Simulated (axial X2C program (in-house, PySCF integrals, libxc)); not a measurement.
# AsN: properties at the nuclei

Wanted for AsN: properties at the nuclei, at the two-component level.

Computed with an in-house X2C program for linear molecules on PySCF integrals. Level: two-component X2C with atomic mean-field terms, As dyall-acv3z, N dyall-av3z.

All values are calculated.

## (1) Set-up

task.json

```json
{
 "zs": [
  33,
  7
 ],
 "q": 0,
 "bas": [
  "dyall-acv3z",
  "dyall-av3z"
 ],
 "r0": 1.74,
 "levels": [
  "PBE0",
  "HF",
  "B3LYP"
 ],
 "nst": 1,
 "ff": 1,
 "thr": -3.5,
 "nmax": 130,
 "opt": {
  "ecut": 60
 }
}
```

Keys: zs atomic numbers; q charge; bas basis sets; r0 starting distance in Å; levels methods (HF also brings MP2); nst determinants followed; ff finite-field run; thr threshold in hartree for freezing inner shells (an s shell follows its p shell); nmax most natural virtual spinors; ecut virtual cutoff in hartree.

Command:

```bash
python soeom.py task.json out
```

Nuclei are Gaussian, cores are contracted, and the Gaunt term is on.

## (2) Expectation values, lowest determinant

R = 1.599 Å. State: Ω = 0 (closed shell).

Output of the PBE0 run:

```text
two-component X2C + atomic mean field  PBE0
basis functions 176  fitting functions 955  grid points 5072
iter        total energy     max residual
   1      -2314.514738799     2.32e-05
   2      -2314.514738798     4.33e-05
   3      -2314.514738809     1.61e-05
   4      -2314.514738811     3.07e-06
   5      -2314.514738812     1.25e-06
converged
one-electron -3370.63058817  Coulomb 1071.32518293  exact exchange -22.27178909  xc functional -68.57777746  nuclear repulsion 76.44773966  atomic mean-field constant -0.80750668
```

The highest occupied spinor is 55% N p, 26% As p, 7% As s.

| level | qzz As (a.u.) | qzz N (a.u.) | μ (D) |
| --- | --- | --- | --- |
| PBE0 | -4.21 | -1.01 | -3.13 |
| HF | -4.68 | -1.26 | -3.58 |
| B3LYP | -4.08 | -1.04 | -3.15 |

qzz is the electric field gradient, eQq0 = 234.96 MHz × Q/barn × qzz; μ is positive if N is the positive end. The operators were transformed with the bare-nucleus X2C matrices.

## (3) Finite-field coupled cluster

Output:

```text
two-component X2C + atomic mean field  HF
basis functions 176  fitting functions 955  grid points 5072
iter        total energy     max residual
   1      -2312.752328614     2.34e-01
   2      -2312.776723408     8.04e-03
   3      -2312.777435980     4.60e-03
   4      -2312.777618658     2.59e-03
   5      -2312.777684726     1.79e-03
   6      -2312.777705901     6.65e-04
   7      -2312.777719152     4.59e-04
   8      -2312.777729980     4.10e-04
   9      -2312.777744773     2.84e-04
  10      -2312.777757390     1.14e-04
  11      -2312.777759853     1.57e-05
  12      -2312.777759886     1.07e-05
  13      -2312.777759891     6.62e-06
  14      -2312.777759894     1.58e-06
  15      -2312.777759895     1.18e-07
converged
one-electron -3370.39641127  Coulomb 1071.16019356  exact exchange -89.18177516  xc functional 0.00000000  nuclear repulsion 76.44773966  atomic mean-field constant -0.80750668
correlated 20  virtual 288  natural virtual 130  E(MP2) -0.851988957  MP2 remainder -0.049145561
iter   CCSD correlation   residual
   1     -0.719092788   2.69e-01
   2     -0.747603042   1.31e-01
   3     -0.753873556   3.30e-02
   4     -0.753828662   1.42e-02
   5     -0.753850386   5.67e-03
   6     -0.753949468   1.86e-03
   7     -0.753918517   8.20e-04
   8     -0.753923392   3.73e-04
   9     -0.753930992   1.58e-04
  10     -0.753927098   5.91e-05
  11     -0.753928325   2.17e-05
  12     -0.753927747   1.00e-05
  13     -0.753927845   6.29e-06
  14     -0.753927854   3.93e-06
(T) -0.031124262  T1 0.0251  D1 0.0527  max T2 0.110
```

T1 in the output is the amplitude norm over the root of the electron number; divide by √2 for the Lee–Taylor value.

20 electrons correlated in 130 natural virtual spinors, MP2 remainder added; T1 = 0.018.

| level | qzz As (a.u.) | qzz N (a.u.) | μ (D) |
| --- | --- | --- | --- |
| HF | -4.68 | -1.26 | -3.58 |
| MP2 | -4.07 | -0.78 | -2.78 |
| CCSD | -4.13 | -0.98 | -3.03 |
| CCSD(T) | -3.97 | -0.93 | -2.88 |

## (4) Outcome

```
              quantity                 value
    lowest determinant  Ω = 0 (closed shell)
   qzz As (a.u.), PBE0                 -4.21
    qzz N (a.u.), PBE0                 -1.01
           μ (D), PBE0                 -3.13
qzz As (a.u.), CCSD(T)                 -3.97
 qzz N (a.u.), CCSD(T)                 -0.93
        μ (D), CCSD(T)                 -2.88
```

The expectation values come from single determinants, which for open shells can mix terms of unlike spin or miss the lowest Ω, so a determinant need not be a state. qzz is the electric field gradient, eQq0 = 234.96 MHz × Q/barn × qzz; μ is positive if N is the positive end. The operators were transformed with the bare-nucleus X2C matrices. Correlation of the inner shells is missing, which matters for properties at the nucleus.
